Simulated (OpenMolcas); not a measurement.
# O²⁺: RASSCF and RASPT2 terms and fine-structure levels

Aim: the low terms and levels of O²⁺, with their order and spacing, then second-order correlation under several settings.

Method: state-averaged RASSCF and RASPT2, spin-orbit coupling by RASSI with atomic mean-field integrals. Code: OpenMolcas 26.06.

**1. Starting point**

* Species: O²⁺ (oxygen, Z = 8, 6 electrons)
* Basis: ANO-L-VQZP [5s4p3d2f], 46 functions
* Scalar Hamiltonian: non-relativistic, point nucleus
* Inactive shells: 1s
* Active space: 4 electrons in 9 orbitals (RAS2 2s 2p; RAS3 3d, at most 2 electrons)
* Some configurations of this space: 2p⁴, 2s 2p³, 2s² 2p²
* Orbitals: optimised for the highest spin of each parity, averaged over the low roots

The outer shells:

2p4
```
2p [↑↓][↑ ][↑ ]
```

2s 2p3
```
2s [↑ ]
2p [↑ ][↑ ][↑ ]
```

2s2 2p2
```
2s [↑↓]
2p [↑ ][↑ ][  ]
```

The work runs as a chain of OpenMolcas steps in one folder; each step below is one input file. Labels, J, g values, rates, χT and fits are worked out afterwards by a script from the matrices that RASSI stores.

**2. Basis and integrals**

File a.inp:

```
&GATEWAY
Coord
1

O 0.0 0.0 0.0
Basis=ANO-L-VQZP
Group=XYZ
NoMove
AngMom=0.0 0.0 0.0
AMFI
&SEWARD
```

On the command line:

```sh
> OMP_NUM_THREADS=1 MOLCAS_MEM=2252 MOLCAS_PROJECT=a pymolcas a.inp > a.log
```

**3. Start orbitals from a smaller active space**

File a.inp:

```
&RASSCF
FileOrb=start.orb
Symmetry=1
Spin=3
nActEl=4 0 0
Inactive=1 0
Ras2=1 3
CIRoot=6 6 1
SDav=6
CIMx=300
Iter=120 100
PrWF=0.3
OrbListing=Nothing
MaxOrb=0
Atom
>>> COPY $Project.JobIph JOBPRE
```

**4. Reference wave functions, triplets of even parity, 3 roots**

File a.inp:

```
&RASSCF
FileOrb=start.orb
Symmetry=1
Spin=3
nActEl=4 0 2
Inactive=1 0
Ras2=1 3
Ras3=5 0
CIRoot=3 3 1
SDav=211
CIMx=300
Iter=120 100
PrWF=0.3
OrbListing=Nothing
MaxOrb=0
Thrs=2.0e-7 1.0e-1 5.0e-4
Atom
>>> COPY $Project.JobIph JOB001
```

**5. Reference wave functions, singlets of even parity, 24 roots**

File a.inp:

```
&RASSCF
FileOrb=start.orb
Symmetry=1
Spin=1
nActEl=4 0 2
Inactive=1 0
Ras2=1 3
Ras3=5 0
CIRoot=24 24 1
SDav=192
CIMx=300
Iter=120 100
PrWF=0.3
OrbListing=Nothing
MaxOrb=0
Thrs=2.0e-7 1.0e-1 5.0e-4
Atom
CIOnly
>>> COPY $Project.JobIph JOB002
```

**6. RASSCF: quintets of odd parity, 1 root**

File a.inp:

```
&RASSCF
FileOrb=start.orb
Symmetry=2
Spin=5
nActEl=4 0 2
Inactive=1 0
Ras2=1 3
Ras3=5 0
CIRoot=1 1 1
SDav=36
CIMx=300
Iter=120 100
PrWF=0.3
OrbListing=Nothing
MaxOrb=0
Thrs=2.0e-7 1.0e-1 5.0e-4
Atom
>>> COPY $Project.JobIph JOB003
```

**7. Reference wave functions, triplets of odd parity, 21 roots**

File a.inp:

```
&RASSCF
FileOrb=start.orb
Symmetry=2
Spin=3
nActEl=4 0 2
Inactive=1 0
Ras2=1 3
Ras3=5 0
CIRoot=21 21 1
SDav=174
CIMx=300
Iter=120 100
PrWF=0.3
OrbListing=Nothing
MaxOrb=0
Thrs=2.0e-7 1.0e-1 5.0e-4
Atom
CIOnly
>>> COPY $Project.JobIph JOB004
```

**8. Reference wave functions, singlets of odd parity, 20 roots**

File a.inp:

```
&RASSCF
FileOrb=start.orb
Symmetry=2
Spin=1
nActEl=4 0 2
Inactive=1 0
Ras2=1 3
Ras3=5 0
CIRoot=20 20 1
SDav=138
CIMx=300
Iter=120 100
PrWF=0.3
OrbListing=Nothing
MaxOrb=0
Thrs=2.0e-7 1.0e-1 5.0e-4
Atom
CIOnly
>>> COPY $Project.JobIph JOB005
```

**9. RASSI: spin-orbit coupling between the states**

File a.inp:

```
&RASSI
NrOfJobIphs=5 3 6 1 9 8
1 2 3
1 2 3 4 5 6
1
1 2 3 4 5 6 7 8 9
1 2 3 4 5 6 7 8
IphNames
JOB001
JOB002
JOB003
JOB004
JOB005
EJob
SpinOrbit
DIPRint=1.0
SOCoupling=1000.0
Subsets=2
MEES
Property=10
'ANGMOM' 1 'ANGMOM' 2 'ANGMOM' 3 'MLTPL  1' 1 'MLTPL  1' 2 'MLTPL  1' 3
'AMFI' 1 'AMFI' 2 'AMFI' 3 'MLTPL  2' 6
SOProperty=3
'ANGMOM' 1 'ANGMOM' 2 'ANGMOM' 3
```

**10. CASPT2: IPEA 0.75, sigma1 regulariser 0.05 (closed shells correlated: 1s)**

File a.inp:

```
>>> COPY JOB001 $Project.JobIph
&CASPT2
Multistate=3 1 2 3
Frozen=0 0
IPEA=0.75
Sig1=0.05
MaxIter=60
WThr=0.0 0.3 0.05
PrWF=0.5
NoMix
>>> COPY JOB002 $Project.JobIph
&CASPT2
Multistate=6 1 2 3 4 5 6
Frozen=0 0
IPEA=0.75
Sig1=0.05
MaxIter=60
WThr=0.0 0.3 0.05
PrWF=0.5
NoMix
>>> COPY JOB003 $Project.JobIph
&CASPT2
Multistate=1 1
Frozen=0 0
IPEA=0.75
Sig1=0.05
MaxIter=60
WThr=0.0 0.3 0.05
PrWF=0.5
NoMix
>>> COPY JOB004 $Project.JobIph
&CASPT2
Multistate=9 1 2 3 4 5 6 7 8 9
Frozen=0 0
IPEA=0.75
Sig1=0.05
MaxIter=60
WThr=0.0 0.3 0.05
PrWF=0.5
NoMix
>>> COPY JOB005 $Project.JobIph
&CASPT2
Multistate=8 1 2 3 4 5 6 7 8
Frozen=0 0
IPEA=0.75
Sig1=0.05
MaxIter=60
WThr=0.0 0.3 0.05
PrWF=0.5
NoMix
```

**11. CASPT2: IPEA 0, real shift 0.05 (closed shells correlated: 1s)**

a.inp: that of step 10 with these lines changed.

```diff
@@ -4,4 +4,4 @@
 Frozen=0 0
-IPEA=0.75
-Sig1=0.05
+IPEA=0.0
+Shift=0.05
 MaxIter=60
@@ -14,4 +14,4 @@
 Frozen=0 0
-IPEA=0.75
-Sig1=0.05
+IPEA=0.0
+Shift=0.05
 MaxIter=60
@@ -24,4 +24,4 @@
 Frozen=0 0
-IPEA=0.75
-Sig1=0.05
+IPEA=0.0
+Shift=0.05
 MaxIter=60
@@ -34,4 +34,4 @@
 Frozen=0 0
-IPEA=0.75
-Sig1=0.05
+IPEA=0.0
+Shift=0.05
 MaxIter=60
@@ -44,4 +44,4 @@
 Frozen=0 0
-IPEA=0.75
-Sig1=0.05
+IPEA=0.0
+Shift=0.05
 MaxIter=60
```

**12. CASPT2: IPEA 0.75, sigma1 regulariser 0.4 (closed shells correlated: 1s)**

a.inp: that of step 11 with these lines changed.

```diff
@@ -4,4 +4,4 @@
 Frozen=0 0
-IPEA=0.0
-Shift=0.05
+IPEA=0.75
+Sig1=0.4
 MaxIter=60
@@ -14,4 +14,4 @@
 Frozen=0 0
-IPEA=0.0
-Shift=0.05
+IPEA=0.75
+Sig1=0.4
 MaxIter=60
@@ -24,4 +24,4 @@
 Frozen=0 0
-IPEA=0.0
-Shift=0.05
+IPEA=0.75
+Sig1=0.4
 MaxIter=60
@@ -34,4 +34,4 @@
 Frozen=0 0
-IPEA=0.0
-Shift=0.05
+IPEA=0.75
+Sig1=0.4
 MaxIter=60
@@ -44,4 +44,4 @@
 Frozen=0 0
-IPEA=0.0
-Shift=0.05
+IPEA=0.75
+Sig1=0.4
 MaxIter=60
```

(Steps that only read results are left out.)

Q: Predict the outcome of this session. Wanted: lowest level; first excited level; lowest level of another term; spin-orbit lowering of the lowest level; strongest of the lines computed, by gA, at SS-RASPT2 energies.

As calculated:

```
                                                     quantity                                                                         value
                                                       method  SS-RASPT2, IPEA 0.75, sigma1 regulariser 0.05 (closed shells correlated: 1s)
                                                 lowest level                                               2s² 2p² ³P₀, 100 % of that term
                                  ground level listed by NIST                                                                           3P0
                                          first excited level                                                       2s² 2p² ³P₁ at 106 cm⁻¹
                                 lowest level of another term                                                     2s² 2p² ¹D₂ at 20910 cm⁻¹
                      spin-orbit lowering of the lowest level                                                                      209 cm⁻¹
strongest of the lines computed, by gA, at SS-RASPT2 energies                         2s 2p³ ¹D°₂ → 2s² 2p² ¹D₂, 59.59 nm, A = 5.84e+09 s⁻¹
```

Cost and accuracy by method:

```
                                               method  time of its own steps  time with the reference  mean absolute difference from the measured levels (cm-1)
                                            A. RASSCF                   33 s                     33 s                                                      5900
B. SS-RASPT2, IPEA 0.75, sigma1 regulariser 0.05, +1s                   26 s                     59 s                                                      1400
           C. SS-RASPT2, IPEA 0, real shift 0.05, +1s                   26 s                     58 s                                                      1100
 D. SS-RASPT2, IPEA 0.75, sigma1 regulariser 0.4, +1s                   26 s                     58 s                                                      1400
```

Times are of one thread on a shared host.

What this shows: The multiplet ³P is regular; its intervals divided by the larger J differ by 2 % of their mean, where Landé's rule for pure LS coupling makes them equal. Second-order correlation (method B) scales the levels of the lowest configuration above 5000 cm⁻¹ by 0.92. Method C lies closest to the measured levels (1100 cm⁻¹ on average) and A farthest (5900). Only the configurations of the active space and the roots asked for are present. The singlets, triplets rest on orbitals optimised for another spin in at least one step, which raises them against the optimised states. Not all states of the active space went into the spin-orbit step. CASPT2 does not keep the components of a term degenerate, and the means are used. The levels of the extra active shells were not computed. Levels of other configurations are missing from the list.
